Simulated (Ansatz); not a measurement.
# Ta4C3: the cost of one run

Program: Ansatz 0.2.0. Level of theory: DFT PBEsol, scalar-relativistic, plane waves, PAW. These are calculated values, not measurements.

1 further run of the same task is left out (set aside as unsound or not needed).

## Step 1: The structure to begin with

It takes space group R3m (No. 160, trigonal). The conventional cell has a = 3.103 Å, b = 3.103 Å, c = 30.494 Å, α = 90.00°, β = 90.00°, γ = 120.00°. Ta (site symmetry 3m) is surrounded by 6 C at 2.24 to 2.25 Å. Ta (site symmetry 3m) is surrounded by 3 C at 2.14 Å. Around Ta (site symmetry 3m) lie 3 C at 2.17 Å. Ta (site symmetry 3m) is surrounded by 6 C at 2.19 to 2.22 Å. C (site symmetry 3m) has 6 Ta at 2.17 to 2.19 Å in its first shell of neighbours. Around C (site symmetry 3m) lie 6 Ta at 2.14 to 2.24 Å. C (site symmetry 3m) is surrounded by 6 Ta at 2.22 to 2.25 Å.

As a file:

```cif
data_structure
_symmetry_space_group_name_H-M 'R3m:H'
_symmetry_Int_Tables_number 160
_cell_length_a 3.1033
_cell_length_b 3.1033
_cell_length_c 30.4935
_cell_angle_alpha 90.000
_cell_angle_beta 90.000
_cell_angle_gamma 120.000
_cell_volume 254.32
loop_
_atom_site_label
_atom_site_type_symbol
_atom_site_symmetry_multiplicity
_atom_site_Wyckoff_symbol
_atom_site_fract_x
_atom_site_fract_y
_atom_site_fract_z
_atom_site_occupancy
Ta1 Ta 3 a 0.33333 0.66667 0.29329 1
Ta2 Ta 3 a 0.33333 0.66667 0.04221 1
Ta3 Ta 3 a 0.66667 0.33333 0.12372 1
Ta4 Ta 3 a 0.00000 0.00000 0.20560 1
C1 C 3 a 0.33333 0.66667 0.16407 1
C2 C 3 a 0.00000 0.00000 0.00398 1
C3 C 3 a 0.66667 0.33333 0.24879 1
```

It goes back to an entry of the Materials Project, which need not be the stable form.

It is the result of an earlier relaxation at this level (volume 12.11 Å³/atom; gap on the mesh: none (metal)).

## Step 2: A stricter relaxation, with the smearing for a metal

The response runs start from a cell at rest, found with their own mesh and filling of the bands.

input.yaml

```yaml
crystal:
  lattice:
    - [1.5516367262, 0.8958378816, 10.1645110074]
    - [-1.5516367262, 0.8958378816, 10.1645110074]
    - [0.0, -1.7916757631, 10.1645110074]
  atoms:
    - { symbol: Ta, position: [0.3733722056, 0.3733722056, 0.3733722056] }
    - { symbol: Ta, position: [0.6244616006, 0.6244616006, 0.6244616006] }
    - { symbol: Ta, position: [0.2096180976, 0.2096180976, 0.2096180976] }
    - { symbol: Ta, position: [0.794397437, 0.794397437, 0.794397437] }
    - { symbol: C, position: [0.5025935052, 0.5025935052, 0.5025935052] }
    - { symbol: C, position: [0.9960170751, 0.9960170751, 0.9960170751] }
    - { symbol: C, position: [0.0845400888, 0.0845400888, 0.0845400888] }
basis:
  ecutwfc: 420
kpoints:
  mp_grid: { grid: [12, 12, 12] }
hamiltonian:
  xc: pbesol
scf:
  occupations: { method: fermi_dirac, width: 0.15 }
output:
  forces: true
  stress: true
  eigenvalues: true
  write_density: true
  write_potential: true
  elf: true
  volumetric_format: npy
relax:
  adjacent_minimum: "off"
  f_tol: 0.001
  max_steps: 60
  cell: { stress_tol: 0.01 }
```

Command:

```bash
$ ansatz run input.yaml --threads 2 --pin off --max-ram 6144MiB --backend cpu --events-out ev --progress --plain --runs-dir out
```

Q: Estimate wall time and peak memory on 2 threads of Arm Neoverse V2, shared host.

About 3.4 min, with a peak of 0.69 GiB.
